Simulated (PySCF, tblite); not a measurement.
# C₄H₁₁GeNS: geometry, infrared bands and NMR shifts

What infrared bands and NMR shifts should C₄H₁₁GeNS (`C=CCC[S][GeH2][NH2]`) show?

Computed with tblite 0.8.0 and PySCF 2.14.0, with density-fitted response routines of our own, on a single molecule in the gas phase. Atoms are numbered from 0 throughout.

## (1) The starting structure

18 atoms, charge 0, multiplicity 1; geometry from: force field or distance geometry start.

Bonds of the start (Å): C0–C1 1.34, C1–C2 1.48, C2–C3 1.47, C3–S4 1.77, S4–Ge5 2.18, Ge5–N6 1.84, C0–H7 1.09, C0–H8 1.09, C1–H9 1.09, C2–H10 1.11, C2–H11 1.13, C3–H12 1.12, C3–H13 1.13, Ge5–H14 1.58, Ge5–H15 1.54, N6–H16 1.06, N6–H17 1.06.

## (2) Relaxing the molecule with GFN2-xTB

Job settings and geometry (Å):

```
{"job": {"kind": "relax", "xc": "GFN2-xTB", "basis": "xTB"}, "charge": 0, "multiplicity": 1}
C     -2.640200     0.806900     0.275100
C     -2.284000    -0.254600    -0.453900
C     -1.123300    -1.114100    -0.141500
C     -0.309600    -0.770400     1.032400
S      0.469400     0.816600     1.079400
Ge     2.013900     1.173000    -0.422100
N      3.367200    -0.077300    -0.489000
H     -3.521200     1.359400    -0.059500
H     -2.071100     1.090700     1.156000
H     -2.890300    -0.518100    -1.326600
H     -0.475800    -1.168800    -1.040200
H     -1.542800    -2.148800     0.007200
H      0.431800    -1.596700     1.203200
H     -0.964900    -0.845000     1.950900
H      2.692400     2.570200    -0.135000
H      1.374800     1.279400    -1.818500
H      4.274900     0.360400    -0.147100
H      3.189800    -0.956400     0.068300
```

Launch:

```
$ OMP_NUM_THREADS=1 python probes_run.py task.json out
```

One launch serves the whole session: the jobs run in the order shown.

**Question.** This job is followed by: GFN2-xTB harmonic vibrations, gas phase; GIAO PBE0/pcSseg-1 NMR shielding, non-relativistic, gas phase. Predict these results of the whole session: strongest single infrared mode (GFN2-xTB); zero-point energy (GFN2-xTB); 13C shifts against TMS (PBE0/pcSseg-1); 1H shifts against TMS (PBE0/pcSseg-1, means over atoms taken as alike); 33S shifts against CS2 (PBE0/pcSseg-1); 73Ge shifts against GeMe4 (PBE0/pcSseg-1); 15N shifts against NH3 (PBE0/pcSseg-1).

**Answer**, as computed:

```
                                                              quantity                                         value
                             strongest single infrared mode (GFN2-xTB)                         2005 cm⁻¹, 411 km/mol
                                          zero-point energy (GFN2-xTB)                                 86.3 kcal/mol
                                13C shifts against TMS (PBE0/pcSseg-1)                  140.4, 124.0, 35.1, 27.6 ppm
1H shifts against TMS (PBE0/pcSseg-1, means over atoms taken as alike)  6.05, 5.78, 5.73, 5.11, 2.91, 2.37, 0.37 ppm
                                33S shifts against CS2 (PBE0/pcSseg-1)                                      -103 ppm
                             73Ge shifts against GeMe4 (PBE0/pcSseg-1)                                       -41 ppm
                                15N shifts against NH3 (PBE0/pcSseg-1)                                       9.8 ppm
```

What this shows: Over 134 steps the energy fell by 0.572 eV; of the close pairs, Ge5–H14 changed most, 1.580 to 1.499 Å. No mode is imaginary among the 48: a minimum at this level. The strongest single mode, at 2005 cm⁻¹, moves mainly H14. Unscaled tight-binding wavenumbers are off by several per cent, some by more. Its intensities can rank the bands wrongly. C1 (alkene CH) lies farthest downfield among carbon, at 140.4 ppm; the olefinic region. H9 (hydrogen on an alkene CH) lies farthest downfield among hydrogen, at 6.05 ppm; olefinic region. At PBE0/pcSseg-1: The widest tensor belongs to Ge5: span 346 ppm, with a paramagnetic part of -1385 ppm. Spin-orbit coupling is left out, which matters for shieldings and couplings at and beside the heavy atoms.
